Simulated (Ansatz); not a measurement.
# C4H2F4: the cost of one run

Computed with Ansatz 0.2.0, Gaussian basis. Level: the settings change from run to run.

### Step 1. The relaxed structure

An earlier PBE0-D4 in a triple-zeta def2 set relaxation fixed the geometry.

SMILES `FC1=C(F)[C@@H](F)[C@@H]1F`, 10 atoms, charge 0, spin multiplicity 1.

Atoms are counted from 1 here; the program's logs count them from 0.

Bond lengths: F1–C2 1.308 Å, C2–C3 1.331 Å, C2–C7 1.491 Å, C3–F4 1.308 Å, C3–C5 1.491 Å, C5–F6 1.371 Å, C5–C7 1.555 Å, C5–H9 1.092 Å, C7–F8 1.371 Å, C7–H10 1.092 Å. Angles: F1–C2–C3 135.4°, F1–C2–C7 130.3°, C3–C2–C7 94.3°, C2–C3–F4 135.4°, C2–C3–C5 94.3°, F4–C3–C5 130.3°, C3–C5–F6 115.4°, C3–C5–C7 85.6°, C3–C5–H9 117.5°, F6–C5–C7 115.0°, F6–C5–H9 108.7°, C7–C5–H9 113.3°, C2–C7–C5 85.6°, C2–C7–F8 115.4°, C2–C7–H10 117.5°, C5–C7–F8 115.0°, C5–C7–H10 113.3°, F8–C7–H10 108.7°.

As a file:

```mol
C4H2F4
  3D, bonds by distance, orders not assigned

 10 10  0  0  0  0  0  0  0  0999 V2000
    0.3561   -2.3274    0.6250 F   0  0
    0.0697   -1.0943    0.2940 C   0  0
   -1.0255   -0.4493   -0.1005 C   0  0
   -2.2896   -0.7580   -0.2378 F   0  0
   -0.3172    0.8427   -0.3294 C   0  0
   -0.7484    1.8938    0.4388 F   0  0
    0.9446    0.1102    0.2089 C   0  0
    1.9849    0.0196   -0.6802 F   0  0
   -0.2118    1.1839   -1.3615 H   0  0
    1.3204    0.5275    1.1455 H   0  0
  1  2  8  0
  2  3  8  0
  3  4  8  0
  3  5  8  0
  5  6  8  0
  5  7  8  0
  7  8  8  0
  5  9  8  0
  7 10  8  0
  2  7  8  0
M  END
```

### Step 2. B2PLYP/ANO-RCC-VTZP

Set apart from the defaults: unrestricted orbitals, relativity set to scalar, the search for lower states set to light.

Input file in.yaml:

```yaml
crystal:
  periodic: [false, false, false]
  atoms:
    - {symbol: F, position_ang: [0.356114, -2.327366, 0.625018]}
    - {symbol: C, position_ang: [0.069729, -1.094274, 0.293971]}
    - {symbol: C, position_ang: [-1.025531, -0.449311, -0.100523]}
    - {symbol: F, position_ang: [-2.289634, -0.758025, -0.237802]}
    - {symbol: C, position_ang: [-0.317247, 0.842717, -0.329372]}
    - {symbol: F, position_ang: [-0.748416, 1.893817, 0.438783]}
    - {symbol: C, position_ang: [0.944636, 0.110153, 0.208890]}
    - {symbol: F, position_ang: [1.984934, 0.019620, -0.680156]}
    - {symbol: H, position_ang: [-0.211842, 1.183861, -1.361453]}
    - {symbol: H, position_ang: [1.320356, 0.527510, 1.145545]}
basis:
  gaussian: {orbitals: ANO-RCC-VTZP}
magnetization: {spin_polarized: true, initial_magnetization: 0}
hamiltonian: {xc: {name: B2PLYP}, pseudopotentials: {relativity: scalar}}
scf: {lower_state_search: light}
```

Started as:

```console
ansatz run in.yaml --threads 4 --pin off --events-out ev --progress --plain --max-ram 11315MiB
```

What time and memory should one allow on 4 threads of Arm Neoverse V1, shared host?

About 22 s, with a peak of 1.2 GiB.
